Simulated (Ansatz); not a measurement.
**CH₇NSi₂: small, medium and large basis sets**

One table from this session's results is given with a row withheld; the runs are named, their logs left out.

Method: one geometry, several basis sets; program: Ansatz 0.2.0, Gaussian basis.

The runs, in order: PBE0-D4/def2-SVP; ωB97M-V/def2-SVP; PBE0-D4/def2-QZVPP; ωB97M-V/def2-QZVPP; the functionals' def2-TZVPP values are taken from earlier runs.

### Structure used throughout

All runs share one geometry, relaxed beforehand with PBE0-D4 in a triple-zeta def2 set.

SMILES `CN1[SiH2][SiH2]1`, 11 atoms, charge 0, spin multiplicity 1.

Atoms are counted from 1 here; the program's logs count them from 0.

Bond lengths: C1–N2 1.441 Å, C1–H5 1.094 Å, C1–H6 1.094 Å, C1–H7 1.096 Å, N2–Si3 1.730 Å, N2–Si4 1.730 Å, Si3–Si4 2.227 Å, Si3–H8 1.489 Å, Si3–H9 1.490 Å, Si4–H10 1.489 Å, Si4–H11 1.490 Å. Angles: N2–C1–H5 110.9°, N2–C1–H6 110.9°, N2–C1–H7 111.8°, H5–C1–H6 107.6°, H5–C1–H7 107.8°, H6–C1–H7 107.8°, C1–N2–Si3 139.9°, C1–N2–Si4 139.9°, Si3–N2–Si4 80.1°, N2–Si3–Si4 49.9°, N2–Si3–H8 116.8°, N2–Si3–H9 117.5°, Si4–Si3–H8 125.1°, Si4–Si3–H9 124.4°, H8–Si3–H9 108.8°, N2–Si4–Si3 49.9°, N2–Si4–H10 116.8°, N2–Si4–H11 117.5° and more.

Set-up of the first run:

The input, in.yaml:

```yaml
crystal:
  periodic: [false, false, false]
  atoms:
    - {symbol: C, position_ang: [-0.619621, 1.421902, -0.337025]}
    - {symbol: N, position_ang: [-0.076265, 0.122166, -0.035342]}
    - {symbol: Si, position_ang: [0.188907, -0.918671, 1.320792]}
    - {symbol: Si, position_ang: [0.738828, -1.186349, -0.820167]}
    - {symbol: H, position_ang: [-1.001845, 1.455972, -1.361161]}
    - {symbol: H, position_ang: [-1.449834, 1.662178, 0.333220]}
    - {symbol: H, position_ang: [0.132740, 2.212192, -0.234316]}
    - {symbol: H, position_ang: [-1.020159, -1.493836, 1.972559]}
    - {symbol: H, position_ang: [1.127225, -0.447554, 2.377622]}
    - {symbol: H, position_ang: [-0.047238, -1.967462, -1.814869]}
    - {symbol: H, position_ang: [2.092663, -0.917639, -1.380711]}
basis:
  gaussian: {orbitals: def2-SVP}
hamiltonian: {xc: pbe0, dispersion: d4}
output: {orbitals: {seedname: orbitals}}
```

Run with:

```bash
$ ansatz run in.yaml --threads 2 --pin off --events-out ev --progress --plain --max-ram 4352MiB
```

Steps of the session up to this table: PBE0-D4 in def2-SVP; ωB97M-V in def2-SVP; PBE0-D4 in def2-QZVPP; ωB97M-V in def2-QZVPP.

One table of the session follows, with a row left open; its other results are not shown here.

It belongs to the step «Functionals by basis». 

```
functional       basis  HOMO (eV)
   PBE0-D4    def2-SVP      -6.91
   PBE0-D4  def2-TZVPP      -7.01
   PBE0-D4  def2-QZVPP      -7.03
   ωB97M-V    def2-SVP          ?
   ωB97M-V  def2-TZVPP      -9.14
   ωB97M-V  def2-QZVPP      -9.15
```

**Question.** Estimate the row for ωB97M-V, def2-SVP.

The run gave: HOMO (eV): -9.11. In the column «HOMO (eV)» it lies between ωB97M-V, def2-TZVPP (-9.14) and PBE0-D4, def2-QZVPP (-7.03).
